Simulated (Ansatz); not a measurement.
**ClGaH4NO2 with multiplicity 2: a relaxation**

Wanted: the relaxed geometry, from a rough start. Meant to form: Cl2–N7; to break: Ga1–Cl2. The start is a guess near the saddle point, from which both ends are pulled out.

Method: UKS PBE/def2-SVP, in Ansatz 0.2.0.

**1. The structure to begin with**

Bond lengths: Ga1–Cl2 2.490 Å, Ga1–O3 1.790 Å, O3–H4 1.010 Å, Ga1–O5 1.790 Å, O5–H6 1.010 Å, Cl2–N7 2.030 Å, N7–H8 1.060 Å, N7–H9 1.060 Å. Angles: Ga1–Cl2–N7 180.0°, Cl2–Ga1–O3 120.0°, Cl2–Ga1–O5 120.0°, O3–Ga1–O5 120.0°, Ga1–O3–H4 109.5°, Ga1–O5–H6 109.5°, Cl2–N7–H8 120.0°, Cl2–N7–H9 120.0°, H8–N7–H9 120.0°.

Coordinates:

```xyz
9

Ga    0.0000    0.0000    0.0000
Cl    0.0000    0.0000    2.4900
O     1.5501    0.0000   -0.8950
H     1.8500   -0.9519   -1.0499
O    -1.5501    0.0000   -0.8950
H    -2.0598   -0.8467   -0.6865
N     0.0000    0.0000    4.5200
H    -0.4960   -0.7725    5.0500
H     0.4960    0.7725    5.0500
```

**2. Pulling towards end A**

Springs on the bonds that form and break draw the guess towards this end; the thresholds are loose.

input.yaml

```yaml
crystal:
  periodic: [false, false, false]
  atoms:
    - { symbol: Ga, position_ang: [0.0, 0.0, 0.0] }
    - { symbol: Cl, position_ang: [0.0, 0.0, 2.49] }
    - { symbol: O, position_ang: [1.5501, 0.0, -0.895] }
    - { symbol: H, position_ang: [1.85, -0.9519, -1.0499] }
    - { symbol: O, position_ang: [-1.5501, 0.0, -0.895] }
    - { symbol: H, position_ang: [-2.0598, -0.8467, -0.6865] }
    - { symbol: "N", position_ang: [0.0, 0.0, 4.52] }
    - { symbol: H, position_ang: [-0.496, -0.7725, 5.05] }
    - { symbol: H, position_ang: [0.496, 0.7725, 5.05] }
magnetization:
  spin_polarized: true
  initial_magnetization: 1
basis:
  gaussian: { orbitals: def2-SVP }
hamiltonian:
  xc: pbe
relax:
  f_tol: 0.15
  max_steps: 25
  restrain:
    - { distance: [1, 6], at: 2.93, k: 30.0 }
    - { distance: [0, 1], at: 2.24, k: 30.0 }
```

Run with:

```sh
$ ansatz run input.yaml --threads 4 --pin off --max-ram 5120MiB --backend cpu --events-out ev --progress --plain --runs-dir out
```

The program printed, shortened:

```text
Warning: RAYON_NUM_THREADS=4 ignored (pool sized by the plan → 4); use --threads N
[...]
Functional definition: PBE
[...]
1240 factors; their error is unknown
[...]
mean field -70514.32210315 eV, -2591.3535409666 hartree, gradient 1.5e-5 eV, S^2 0.752529; 3 other end points of the search recorded, 0 dependent functions left out
[...]
reference -70514.32215146 eV, -2591.3535427421 hartree; 38, 37 occupied and 74, 75 virtual orbitals, 1240 factors
relax step   1: F+E_penalty+E_count = -70514.32210315 eV  Δ(F+E_penalty+E_count) = +0.000e0 eV  max|allowed force component| = 2.222e0 eV/Å  E_restraint = 13.08750000 eV  max|allowed force component, restraints' pulls added| = 3.672e1 eV/Å  Δτ_max = 0.0000 Å  (144 SCF iters, accepted)
[...]
relax step   3: F+E_penalty+E_count = -70515.17624083 eV  Δ(F+E_penalty+E_count) = -1.161e-1 eV  max|allowed force component| = 3.243e0 eV/Å  E_restraint = 1.00582599 eV  max|allowed force component, restraints' pulls added| = 3.823e0 eV/Å  Δτ_max = 0.1979 Å  (43 SCF iters, accepted)
[...]
relax step   5: F+E_penalty+E_count = -70515.91169287 eV  Δ(F+E_penalty+E_count) = -3.695e-1 eV  max|allowed force component| = 1.211e0 eV/Å  E_restraint = 0.03961683 eV  max|allowed force component, restraints' pulls added| = 1.451e0 eV/Å  Δτ_max = 0.1942 Å  (40 SCF iters, accepted)
[...]
relax step  10: F+E_penalty+E_count = -70516.33968037 eV  Δ(F+E_penalty+E_count) = -3.666e-2 eV  max|allowed force component| = 6.516e-1 eV/Å  E_restraint = 0.00597041 eV  max|allowed force component, restraints' pulls added| = 1.090e-1 eV/Å  Δτ_max = 0.2000 Å  (39 SCF iters, accepted)
  distance Cl 1 - N 6 = 2.9329 Å
  distance Ga 0 - Cl 1 = 2.2203 Å
1240 factors; their error is unknown
[...]
mean field -70516.33968037 eV, -2591.4276855618 hartree, gradient 2.2e-5 eV, S^2 0.752487; 1 other end points of the search recorded, 0 dependent functions left out
[...]
reference -70516.33972440 eV, -2591.4276871800 hartree; 38, 37 occupied and 74, 75 virtual orbitals, 1240 factors
Total energy: -70516.33972440 eV, -2591.4276871800 hartree
Atom 0 at     0.016889    -0.315212    -0.155061 Å, force     0.025940    -0.118463     0.643966 eV/Å
Atom 1 at     0.267599    -0.711284     2.015148 Å, force    -0.048537     0.106158    -0.651569 eV/Å
Atom 2 at     1.440694    -0.139558    -1.216619 Å, force     0.100973    -0.087363     0.085796 eV/Å
Atom 3 at     2.237414    -0.383231    -0.703990 Å, force     0.015018     0.077278    -0.098205 eV/Å
Atom 4 at    -1.627880    -0.164807    -0.833687 Å, force     0.012448     0.022339    -0.006458 eV/Å
Atom 5 at    -2.273088    -0.278981    -0.111521 Å, force    -0.108992    -0.000004    -0.001735 eV/Å
Atom 6 at     0.256897    -0.215205     4.905733 Å, force    -0.029371     0.031373     0.060712 eV/Å
Atom 7 at    -0.771696    -0.408672     4.947040 Å, force     0.035853     0.013527    -0.021162 eV/Å
Atom 8 at     0.243371     0.818349     4.736557 Å, force    -0.003332    -0.044844    -0.011344 eV/Å
Dipole moment:    -0.245400     0.148669     0.118559 e Å
```

Run time: 26 s. Hardware: 4 threads of Arm Neoverse V2, shared host; peak memory 0.25 GiB.

Relaxation path:

```csv
step,energy from step 1 (eV),largest force component (eV/Å)
1,0.0000,2.2219
2,-0.7380,2.2875
3,-0.8541,3.2432
4,-1.2201,2.5928
5,-1.5896,1.2110
6,-1.7389,0.8688
7,-1.8520,0.7293
8,-1.9147,0.6820
9,-1.9809,0.6752
10,-2.0176,0.6516
```

Step 1 is the start. Energies and forces in the table leave out the springs, which the log lists apart; the run stops on the force with the springs' pull added.

After: Bond lengths: Ga1–Cl2 2.220 Å, Ga1–O3 1.785 Å, O3–H4 0.978 Å, Ga1–O5 1.786 Å, O5–H6 0.975 Å, N7–H8 1.047 Å, N7–H9 1.047 Å. Angles: Cl2–Ga1–O3 120.6°, Cl2–Ga1–O5 119.4°, O3–Ga1–O5 120.0°, Ga1–O3–H4 108.3°, Ga1–O5–H6 108.6°, H8–N7–H9 100.1°.

Pairs that crossed the distance rule for bonds on the way: moved apart Cl2–N7.

**3. End point A**

It starts where the restrained run ended.

input.yaml

```yaml
crystal:
  periodic: [false, false, false]
  atoms:
    - { symbol: Ga, position_ang: [0.016889, -0.315212, -0.155061] }
    - { symbol: Cl, position_ang: [0.267599, -0.711284, 2.015148] }
    - { symbol: O, position_ang: [1.440694, -0.139558, -1.216619] }
    - { symbol: H, position_ang: [2.237414, -0.383231, -0.70399] }
    - { symbol: O, position_ang: [-1.62788, -0.164807, -0.833687] }
    - { symbol: H, position_ang: [-2.273088, -0.278981, -0.111521] }
    - { symbol: "N", position_ang: [0.256897, -0.215205, 4.905733] }
    - { symbol: H, position_ang: [-0.771696, -0.408672, 4.94704] }
    - { symbol: H, position_ang: [0.243371, 0.818349, 4.736557] }
magnetization:
  spin_polarized: true
  initial_magnetization: 1
basis:
  gaussian: { orbitals: def2-SVP }
hamiltonian:
  xc: pbe
relax:
  f_tol: 0.03
  max_steps: 50
```

Run with:

```sh
$ ansatz run input.yaml --threads 4 --pin off --max-ram 5120MiB --backend cpu --events-out ev --progress --plain --runs-dir out
```

The program printed:

```text
Warning: RAYON_NUM_THREADS=4 ignored (pool sized by the plan → 4); use --threads N
The last accepted step is kept in <dir> (removed where the run ends without a failure and the disk answers)
Engine: ansatz 0.2.0, aarch64-unknown-linux-gnu
[... 1 set-up line as earlier in the session ...]
  parameter kappa = 0.804
  parameter beta = 0.06672455060314922
  exchange = pbe_x(kappa = kappa, mu = beta*pi^2/3)
  correlation = pbe_c(beta = beta)
1240 factors; their error is unknown
mean field evaluation 1: about -70484.7967 eV, gradient 8.0e1 eV
mean field evaluation 2: about -70203.2234 eV, gradient 2.0e2 eV
mean field evaluation 4: about -70392.1944 eV, gradient 9.9e1 eV
mean field evaluation 8: about -70516.3474 eV, gradient 2.8e0 eV
mean field evaluation 16: about -70516.3397 eV, gradient 1.4e-2 eV
mean field -70516.33967522 eV, -2591.4276853726 hartree, gradient 1.6e-5 eV, S^2 0.752487; 0 other end points of the search recorded, 0 dependent functions left out
the calculation of the forces begins
reference -70516.33971914 eV, -2591.4276869866 hartree; 38, 37 occupied and 74, 75 virtual orbitals, 1240 factors
relax step   1: F+E_penalty+E_count = -70516.33967522 eV  Δ(F+E_penalty+E_count) = +0.000e0 eV  max|allowed force component| = 6.516e-1 eV/Å  Δτ_max = 0.0000 Å  (36 SCF iters, accepted)
these checks for a lower state are left out or cut short: starts, cluster_reference, orbital_swaps, neighbouring_geometries, increment
1240 factors; their error is unknown
mean field evaluation 32: about -70516.2950 eV, gradient 2.5e-5 eV
mean field -70516.29500460 eV, -2591.4260437575 hartree, gradient 2.5e-5 eV, S^2 0.752739; 0 other end points of the search recorded, 0 dependent functions left out
the calculation of the forces begins
reference -70516.29504702 eV, -2591.4260453166 hartree; 38, 37 occupied and 74, 75 virtual orbitals, 1240 factors
relax step   2: F+E_penalty+E_count = -70516.29500460 eV  Δ(F+E_penalty+E_count) = +4.467e-2 eV  max|allowed force component| = 1.396e0 eV/Å  Δτ_max = 0.1739 Å  (38 SCF iters, rejected (line search))
these checks for a lower state are left out or cut short: starts, cluster_reference, orbital_swaps, neighbouring_geometries, increment
1240 factors; their error is unknown
mean field -70516.36285988 eV, -2591.4285373931 hartree, gradient 2.3e-5 eV, S^2 0.752507; 0 other end points of the search recorded, 0 dependent functions left out
the calculation of the forces begins
reference -70516.36290351 eV, -2591.4285389965 hartree; 38, 37 occupied and 74, 75 virtual orbitals, 1240 factors
relax step   3: F+E_penalty+E_count = -70516.36285988 eV  Δ(F+E_penalty+E_count) = -2.318e-2 eV  max|allowed force component| = 2.793e-1 eV/Å  Δτ_max = 0.0848 Å  (35 SCF iters, accepted)
these checks for a lower state are left out or cut short: starts, cluster_reference, orbital_swaps, neighbouring_geometries, increment
1240 factors; their error is unknown
mean field -70516.36274385 eV, -2591.4285331291 hartree, gradient 8.2e-6 eV, S^2 0.752477; 0 other end points of the search recorded, 0 dependent functions left out
the calculation of the forces begins
reference -70516.36278738 eV, -2591.4285347287 hartree; 38, 37 occupied and 74, 75 virtual orbitals, 1240 factors
relax step   4: F+E_penalty+E_count = -70516.36274385 eV  Δ(F+E_penalty+E_count) = +1.160e-4 eV  max|allowed force component| = 1.791e-1 eV/Å  Δτ_max = 0.0601 Å  (35 SCF iters, rejected (line search))
these checks for a lower state are left out or cut short: starts, cluster_reference, orbital_swaps, neighbouring_geometries, increment
1240 factors; their error is unknown
mean field -70516.36889438 eV, -2591.4287591571 hartree, gradient 5.7e-6 eV, S^2 0.752480; 0 other end points of the search recorded, 0 dependent functions left out
the calculation of the forces begins
reference -70516.36893806 eV, -2591.4287607622 hartree; 38, 37 occupied and 74, 75 virtual orbitals, 1240 factors
relax step   5: F+E_penalty+E_count = -70516.36889438 eV  Δ(F+E_penalty+E_count) = -6.035e-3 eV  max|allowed force component| = 7.052e-2 eV/Å  Δτ_max = 0.0292 Å  (36 SCF iters, accepted)
these checks for a lower state are left out or cut short: starts, cluster_reference, orbital_swaps, neighbouring_geometries, increment
1240 factors; their error is unknown
mean field -70516.36979356 eV, -2591.4287922012 hartree, gradient 1.5e-5 eV, S^2 0.752476; 0 other end points of the search recorded, 0 dependent functions left out
the calculation of the forces begins
reference -70516.36983724 eV, -2591.4287938063 hartree; 38, 37 occupied and 74, 75 virtual orbitals, 1240 factors
relax step   6: F+E_penalty+E_count = -70516.36979356 eV  Δ(F+E_penalty+E_count) = -8.992e-4 eV  max|allowed force component| = 3.516e-2 eV/Å  Δτ_max = 0.0285 Å  (34 SCF iters, accepted)
these checks for a lower state are left out or cut short: starts, cluster_reference, orbital_swaps, neighbouring_geometries, increment
1240 factors; their error is unknown
mean field evaluation 64: about -70516.3702 eV, gradient 1.1e-4 eV
mean field -70516.37016120 eV, -2591.4288057116 hartree, gradient 2.6e-5 eV, S^2 0.752476; 0 other end points of the search recorded, 0 dependent functions left out
the calculation of the forces begins
reference -70516.37020484 eV, -2591.4288073155 hartree; 38, 37 occupied and 74, 75 virtual orbitals, 1240 factors
relax step   7: F+E_penalty+E_count = -70516.37016120 eV  Δ(F+E_penalty+E_count) = -3.676e-4 eV  max|allowed force component| = 2.096e-2 eV/Å  Δτ_max = 0.0298 Å  (33 SCF iters, accepted)
these checks for a lower state are left out or cut short: starts, cluster_reference, orbital_swaps, neighbouring_geometries, increment
1240 factors; their error is unknown
mean field -70516.36649607 eV, -2591.4286710207 hartree, gradient 2.7e-5 eV, S^2 0.752550; 0 other end points of the search recorded, 0 dependent functions left out
the calculation of the forces begins
reference -70516.36653931 eV, -2591.4286726097 hartree; 38, 37 occupied and 74, 75 virtual orbitals, 1240 factors
relax step   8: F+E_penalty+E_count = -70516.36649607 eV  Δ(F+E_penalty+E_count) = +3.665e-3 eV  max|allowed force component| = 3.309e-1 eV/Å  Δτ_max = 0.0970 Å  (34 SCF iters, rejected (line search))
these checks for a lower state are left out or cut short: starts, cluster_reference, orbital_swaps, neighbouring_geometries, increment
1240 factors; their error is unknown
mean field -70516.37029344 eV, -2591.4288105713 hartree, gradient 2.3e-5 eV, S^2 0.752500; 0 other end points of the search recorded, 0 dependent functions left out
the calculation of the forces begins
reference -70516.37033688 eV, -2591.4288121679 hartree; 38, 37 occupied and 74, 75 virtual orbitals, 1240 factors
relax step   9: F+E_penalty+E_count = -70516.37029344 eV  Δ(F+E_penalty+E_count) = -1.322e-4 eV  max|allowed force component| = 9.406e-2 eV/Å  Δτ_max = 0.0480 Å  (34 SCF iters, accepted)
these checks for a lower state are left out or cut short: starts, cluster_reference, orbital_swaps, neighbouring_geometries, increment
1240 factors; their error is unknown
mean field -70516.37064947 eV, -2591.4288236554 hartree, gradient 2.5e-5 eV, S^2 0.752491; 0 other end points of the search recorded, 0 dependent functions left out
the calculation of the forces begins
reference -70516.37069292 eV, -2591.4288252521 hartree; 38, 37 occupied and 74, 75 virtual orbitals, 1240 factors
relax step  10: F+E_penalty+E_count = -70516.37064947 eV  Δ(F+E_penalty+E_count) = -3.560e-4 eV  max|allowed force component| = 2.391e-2 eV/Å  Δτ_max = 0.0107 Å  (34 SCF iters, accepted)
1240 factors; their error is unknown
mean field evaluation 96: about -70516.0794 eV, gradient 1.0e1 eV
mean field -70516.37064947 eV, -2591.4288236554 hartree, gradient 2.5e-5 eV, S^2 0.752491; 1 other end points of the search recorded, 0 dependent functions left out
the calculation of the forces begins
reference -70516.37069292 eV, -2591.4288252521 hartree; 38, 37 occupied and 74, 75 virtual orbitals, 1240 factors
Total energy: -70516.37069292 eV, -2591.4288252521 hartree
Atom 0 at     0.012231    -0.345828    -0.124381 Å, force    -0.002107     0.007608    -0.001888 eV/Å
Atom 1 at     0.280799    -0.785744     1.983616 Å, force     0.000567    -0.004970    -0.001786 eV/Å
Atom 2 at     1.420311    -0.167467    -1.208015 Å, force     0.003849    -0.003114     0.004115 eV/Å
Atom 3 at     2.254444    -0.305917    -0.720683 Å, force    -0.004147     0.001530    -0.002088 eV/Å
Atom 4 at    -1.619137    -0.140004    -0.822402 Å, force     0.002131    -0.001966     0.000327 eV/Å
Atom 5 at    -2.308664    -0.271948    -0.144995 Å, force    -0.000264    -0.000474     0.001550 eV/Å
Atom 6 at     0.217285    -0.158699     5.115871 Å, force    -0.023190     0.023914    -0.018842 eV/Å
Atom 7 at    -0.768404    -0.397923     4.855594 Å, force     0.019249     0.000632     0.006542 eV/Å
Atom 8 at     0.301335     0.774930     4.648994 Å, force     0.003912    -0.023159     0.012071 eV/Å
Dipole moment:    -0.219046     0.128307    -0.039186 e Å
```

Run time: 22 s. Hardware: 4 threads of Arm Neoverse V2, shared host; peak memory 0.2 GiB.

Step by step:

```
step  energy from step 1 (eV)  largest force component (eV/Å)
   1                   0.0000                          0.6516
  2x                   0.0447                          1.3962
   3                  -0.0232                          0.2793
  4x                  -0.0231                          0.1791
   5                  -0.0292                          0.0705
   6                  -0.0301                          0.0352
   7                  -0.0305                          0.0210
  8x                  -0.0268                          0.3309
   9                  -0.0306                          0.0941
  10                  -0.0310                          0.0239
```

Step 1 is the start. 3 steps were tried and not accepted (2, 4, 8; marked x where the table lists them).

After: Bond lengths: Ga1–Cl2 2.170 Å, Ga1–O3 1.786 Å, O3–H4 0.976 Å, Ga1–O5 1.786 Å, O5–H6 0.976 Å, N7–H8 1.047 Å, N7–H9 1.047 Å. Angles: Cl2–Ga1–O3 120.8°, Cl2–Ga1–O5 121.1°, O3–Ga1–O5 118.1°, Ga1–O3–H4 110.9°, Ga1–O5–H6 111.0°, H8–N7–H9 99.7°.

**4. Results**

| quantity | value |
| --- | --- |
| end A | 6 moves, 0.031 eV lower |

In words: The relaxation gains 0.03 eV in 6 moves, with N7 moving most (0.22 Å); the start's largest force component was 0.7 eV/Å.
